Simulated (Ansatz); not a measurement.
# BeF: the cost of one run

Program: Ansatz 0.2.0. Level of theory: DFT PBE+D3(BJ), scalar-relativistic, plane waves, PAW. These are calculated values, not measurements.

### 1 The starting structure

The structure is trigonal, space group R-3m (No. 166). Conventional cell: a = 2.749 Å, b = 2.749 Å, c = 14.142 Å, α = 90.00°, β = 90.00°, γ = 120.00°. Be (site symmetry 3m) is surrounded by 4 F at 1.69 Å and 3 Be at 1.93 Å. F (site symmetry 3m) is surrounded by 4 Be at 1.69 Å.

As a file:

```cif
data_structure
_symmetry_space_group_name_H-M 'P 1'
_symmetry_Int_Tables_number 1
_cell_length_a 4.9740
_cell_length_b 4.9740
_cell_length_c 4.9740
_cell_angle_alpha 32.078
_cell_angle_beta 32.078
_cell_angle_gamma 32.078
_cell_volume 30.84
loop_
_atom_site_label
_atom_site_type_symbol
_atom_site_fract_x
_atom_site_fract_y
_atom_site_fract_z
_atom_site_occupancy
Be1 Be 0.37194 0.37194 0.37194 1
Be2 Be 0.62806 0.62806 0.62806 1
F1 F 0.74738 0.74738 0.74738 1
F2 F 0.25262 0.25262 0.25262 1
```

Recipe of the guess: close-packed anion layers stacked AB|C, with sites between them filled layer by layer (R-3m, No. 166). The dimensions are guesses.

### 2 Probe: one point on a coarse mesh

File input.yaml:

```yaml
crystal:
  lattice:
    - [1.37427132, 0.79343592, 4.71404477]
    - [-1.37427132, 0.79343592, 4.71404477]
    - [0.0, -1.58687184, 4.71404477]
  atoms:
    - { symbol: Be, position: [0.3719375, 0.3719375, 0.3719375] }
    - { symbol: Be, position: [0.6280625, 0.6280625, 0.6280625] }
    - { symbol: F, position: [0.74737946, 0.74737946, 0.74737946] }
    - { symbol: F, position: [0.25262054, 0.25262054, 0.25262054] }
basis:
  ecutwfc: 420
kpoints:
  mp_grid: { grid: [6, 6, 6] }
hamiltonian:
  xc: pbe
  dispersion: d3bj
scf:
  occupations: { method: gaussian, width: 0.1 }
  lower_state_search: "off"
output:
  forces: true
  stress: true
  eigenvalues: true
```

Command:

```
$ ansatz run input.yaml --threads 1 --pin off --max-ram 2048MiB --backend cpu --events-out ev --progress --plain --runs-dir out
```

Q: Estimate wall time and peak memory on 1 thread of Arm Neoverse V1, shared host.

About 1.2 s, with a peak of 0.26 GiB.
